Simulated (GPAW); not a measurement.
Set up this calculation in GPAW 26.7.0, as an ASE script.

| Quantity | Value |
| --- | --- |
| Task | band structure |
| Functional | PBEsol |
| Potentials or basis | PAW data sets generated in the run's folder for this functional |
| Cutoff | 600 eV |
| Basis | pw |
| k mesh | 7 × 7 × 7 |
| Occupations | fermi-dirac, width 0.05 eV |
| Spin | spin-orbit coupling, no magnetisation |
| Maxiter | 150 |
| Band path | GLB1,BZGX,QFP1Z,LP |
| Band points | 100 |
| spin axis theta (degrees) | 0 |
| spin axis phi (degrees) | 0 |
| Soc after scf | second variation |

The system is BiTe.

```
Bi Te
1.0
     2.42271    1.39875    3.31729
    -2.42271    1.39875    3.31729
     0.00000   -2.79750    3.31729
Bi Te
1 1
Direct
  0.50000 0.50000 0.50000
  0.00000 0.00000 0.00000
```

The cell comes from a database or a generator and needn't be the stable form of this composition.

These files were run (other wordings do the same):

run.py

```python
import numpy as np
from ase import Atoms
from ase.dft.bandgap import bandgap
from ase.io import write
from ase.units import GPa
from gpaw import GPAW, PW, setup_paths
from gpaw.spinorbit import soc_eigenstates

setup_paths.insert(0, '.')

atoms = Atoms(['Bi', 'Te'],
              cell=[[2.4227077728, 1.3987509848, 3.3172919545],
                    [-2.4227077728, 1.3987509848, 3.3172919545],
                    [0.0, -2.7975019696, 3.3172919545]],
              scaled_positions=[[0.5, 0.5, 0.5],
                                [0.0, 0.0, 0.0]],
              pbc=True)

calc = GPAW(mode=PW(600),
            xc='PBEsol',
            kpts={'size': (7, 7, 7), 'gamma': True},
            occupations={'name': 'fermi-dirac', 'width': 0.05},
            nbands=20,
            convergence={'density': 1e-05, 'energy': 1e-05},
            maxiter=150,
            txt='gpaw.txt')
atoms.calc = calc
energy = atoms.get_potential_energy()
forces = atoms.get_forces()
stress = atoms.get_stress()
calc.write('gs.gpw')
write('result.traj', atoms)
print(f'Energy: {energy:.6f} eV')
print('Forces (eV/A):')
print(forces.round(4))
print('Stress (GPa):', (stress / GPa).round(3))
print('Fermi level:', round(calc.get_fermi_level(), 4), 'eV')
print(f'Gap: {bandgap(calc)[0]:.4f} eV, direct: {bandgap(calc, direct=True)[0]:.4f} eV')

path = atoms.cell.bandpath('GLB1,BZGX,QFP1Z,LP', npoints=100, eps=1e-4)
bs_calc = calc.fixed_density(kpts=path, symmetry='off', nbands=34,
                             convergence={'bands': 'CBM+6.0', 'eigenstates': 1e-6}, txt='bands.txt')
bs = bs_calc.band_structure()
bs.write('bs.json')
print(f'Gap on the path: {bandgap(bs_calc)[0]:.4f} eV')

soc = soc_eigenstates(bs_calc, theta=0, phi=0)
np.savetxt('soc_bands.dat', soc.eigenvalues(), fmt='%.4f')
mesh = soc_eigenstates('gs.gpw', theta=0, phi=0)
np.savetxt('soc_mesh.dat', mesh.eigenvalues(), fmt='%.4f')
print('Fermi level with spin-orbit coupling:', round(mesh.fermi_level, 4), 'eV')
```

Potentials or basis: PAW data sets generated in the run's folder for this functional, pw.

Launch:

```bash
$ gpaw-setup -f PBEsol Bi Te
$ OMP_NUM_THREADS=1 python run.py
```

It gave:

The pressure is -2.5 GPa and the band gap along the path is none (metal or under the smearing width).

Caveat: spin-orbit coupling was added after a scalar SCF, so levels and gaps hold it while energy, forces, pressure and moments don't; this program's spin-orbit splittings come out too wide for heavy elements.

Wall time 79 s on 1 thread of Arm Neoverse V2, with other jobs on the host, peak memory 0.43 GiB.
